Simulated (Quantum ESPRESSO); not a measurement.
A run of Quantum ESPRESSO 7.5 is set up as follows.

The input pw.in:

```
&CONTROL
  calculation = 'scf'
  prefix = 'pwscf'
  outdir = './tmp'
  pseudo_dir = './pseudo'
  tprnfor = .true.
  tstress = .true.
  disk_io = 'nowf'
/
&SYSTEM
  ibrav = 0
  nat = 2
  ntyp = 2
  ecutwfc = 60
  nbnd = 25
  occupations = 'smearing'
  smearing = 'fd'
  degauss = 0.00367493
/
&ELECTRONS
  conv_thr = 4d-10
  electron_maxstep = 120
  mixing_beta = 0.5
/
ATOMIC_SPECIES
Ru   101.0700 Ru_ONCV_PBE-1.0.oncvpsp.upf
Au   196.9666 Au_ONCV_PBE-1.0.oncvpsp.upf
CELL_PARAMETERS angstrom
   3.1648100000    0.0000000000    0.0000000000
   0.0000000000    3.1648100000    0.0000000000
   0.0000000000    0.0000000000    3.1648100000
ATOMIC_POSITIONS crystal
Ru     0.0045850000   -0.0028690000    0.0041200000
Au     0.4853950000    0.4989660000    0.4970920000
K_POINTS automatic
8 8 8 0 0 0
```

Potentials or basis: SSSP 1.3 efficiency PBE.

The run is started by

```bash
$ OMP_NUM_THREADS=1 pw.x -in pw.in > pw.out
```

Task: Estimate the band gap on the k mesh.

Result: None (metal or under the smearing width).

Task: Predict the pressure.

Result: 0.1 GPa.

Task: Estimate the largest force.

Result: 0.551 eV/Å.

Forces on the atoms (eV/Å):
```
Ru  -0.515  0.050 -0.191
Au   0.515 -0.050  0.191
```

Spin-orbit coupling is left out, which matters for the levels of Au.
